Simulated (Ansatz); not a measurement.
# H8SeSiSn: the cost of one run

Method: RKS PBE-D4/def2-SVP, in Ansatz 0.2.0.

### Step 1. The starting structure

Bond lengths: Sn1–Si2 2.921 Å, Sn1–H3 1.726 Å, Sn1–H4 1.715 Å, Sn1–H5 1.763 Å, Sn1–Se7 3.037 Å, Si2–H8 1.460 Å, Si2–H9 1.459 Å, Si2–H10 1.460 Å, Se7–H11 1.447 Å. Angles (14 of 17 angles, heavy atoms first): Si2–Sn1–Se7 79.7°, Sn1–Si2–H8 112.5°, Sn1–Si2–H9 95.1°, Sn1–Si2–H10 115.5°, Si2–Sn1–H3 113.1°, Si2–Sn1–H4 118.3°, Si2–Sn1–H5 117.2°, H3–Sn1–Se7 63.4°, H4–Sn1–Se7 79.1°, H5–Sn1–Se7 160.4°, Sn1–Se7–H11 135.9°, H8–Si2–H9 107.9°, H8–Si2–H10 115.7°, H9–Si2–H10 107.7°.

Coordinates:

```xyz
11

Sn   -1.3495   -0.6088   -0.3276
Si    0.8269    1.2634   -0.8653
H    -0.8382   -2.2572   -0.3190
H    -2.3053   -0.3625    1.0750
H    -2.6331   -0.7210   -1.5308
H     1.0063   -0.0178    0.4932
Se    0.6087   -1.4134    1.8503
H     0.9936    2.2461    0.2010
H     0.1587    1.9226   -1.9829
H     2.0587    0.6672   -1.3740
H     1.4732   -0.7186    2.7801
```

### Step 2. A restrained relaxation towards end A

Springs on the bonds that form and break draw the guess towards this end; the thresholds are loose.

The input, input.yaml:

```yaml
crystal:
  periodic: [false, false, false]
  atoms:
    - { symbol: Sn, position_ang: [-1.3495, -0.6088, -0.3276] }
    - { symbol: Si, position_ang: [0.8269, 1.2634, -0.8653] }
    - { symbol: H, position_ang: [-0.8382, -2.2572, -0.319] }
    - { symbol: H, position_ang: [-2.3053, -0.3625, 1.075] }
    - { symbol: H, position_ang: [-2.6331, -0.721, -1.5308] }
    - { symbol: H, position_ang: [1.0063, -0.0178, 0.4932] }
    - { symbol: Se, position_ang: [0.6087, -1.4134, 1.8503] }
    - { symbol: H, position_ang: [0.9936, 2.2461, 0.201] }
    - { symbol: H, position_ang: [0.1587, 1.9226, -1.9829] }
    - { symbol: H, position_ang: [2.0587, 0.6672, -1.374] }
    - { symbol: H, position_ang: [1.4732, -0.7186, 2.7801] }
basis:
  gaussian: { orbitals: def2-SVP }
hamiltonian:
  xc: pbe
  dispersion: d4
relax:
  f_tol: 0.15
  max_steps: 25
  restrain:
    - { distance: [0, 6], at: 3.89, k: 30.0 }
    - { distance: [5, 1], at: 2.72, k: 30.0 }
    - { distance: [0, 1], at: 2.5, k: 30.0 }
    - { distance: [5, 6], at: 1.51, k: 30.0 }
```

Launch:

```console
ansatz run input.yaml --threads 2 --pin off --max-ram 3072MiB --backend cpu --events-out ev --progress --plain --runs-dir out
```

Q: Estimate wall time and peak memory on 2 threads of Arm Neoverse V1, shared host.

About 35 s, with a peak of 0.16 GiB.
